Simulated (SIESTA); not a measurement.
Co3Si:

```
Co Si
1.0
     4.97647    0.00000    0.00000
    -2.48824    4.30975    0.00000
     0.00000    0.00000    3.97279
Co Si
6 2
Direct
  0.83253 0.16747 0.25000
  0.33494 0.16747 0.25000
  0.83253 0.66506 0.25000
  0.16747 0.83253 0.75000
  0.66506 0.83253 0.75000
  0.16747 0.33494 0.75000
  0.33333 0.66667 0.25000
  0.66667 0.33333 0.75000
```

The cell comes from a database or a generator and needn't be the stable form of this composition.

- Program: SIESTA 5.4.2
- Task: single point
- Functional: PBEsol
- Potentials or basis: PseudoDojo 0.4 standard (PBEsol files)
- Basis: DZP (energy shift 0.003 Ry; two zetas on semicore shells)
- Grid cutoff: 800 Ry
- Energy shift: 0.003 Ry
- k mesh: 6 × 6 × 7
- Occupations: fermi-dirac, width 0.05 eV
- Spin: collinear spin, ferromagnetic start
- Starting moments: [2.0, 2.0, 2.0, 2.0, 2.0, 2.0, 0.0, 0.0] μB

On this cell: pressure -7.2 GPa; largest force 0.005 eV/Å; net moment 5.59 μB per cell; site moments Co +1.00; Si -0.19 μB; band gap on the k mesh none (metal or under the smearing width).

The same run follows on a disturbed copy (atoms moved at random, drawn with an rms of 0.05 Å):

```
CELL_PARAMETERS angstrom
4.97647 0.00000 0.00000
-2.48824 4.30975 0.00000
0.00000 0.00000 3.97279
ATOMIC_POSITIONS crystal
Co 0.84439 0.16851 0.25121
Co 0.33309 0.16875 0.23772
Co 0.82288 0.65044 0.24037
Co 0.16853 0.83919 0.75322
Co 0.65456 0.81838 0.75876
Co 0.17113 0.33370 0.75676
Si 0.33153 0.66857 0.24000
Si 0.66899 0.34070 0.76095
```

Question: What does the disturbed cell give?

Answer: The energy (extrapolated to zero smearing) moves by +20.2 meV/atom; pressure -6.0 GPa; largest force 1.045 eV/Å; net moment 5.60 μB per cell; site moments Co +1.04, +0.99, +0.97, +1.00, +1.01; Si -0.19 μB; band gap on the k mesh none (metal or under the smearing width).

Forces on the atoms (eV/Å):
```
Co  -0.466 -0.257  0.323
Co   0.268 -0.374  0.850
Co   0.205  0.618  0.817
Co   0.099 -0.204 -0.602
Co   0.106  0.729 -0.649
Co  -0.500 -0.116 -0.629
Si  -0.103  0.149  0.687
Si   0.391 -0.545 -0.798
```

Stress tensor (GPa, compression positive):
```
-6.79  0.09  0.24
 0.09 -6.20  0.09
 0.24  0.09 -5.07
```

Caveats: short orbitals over semicore shells can move pressures by several GPa; the basis of atomic orbitals isn't converged, which shifts pressures, moduli and gaps.
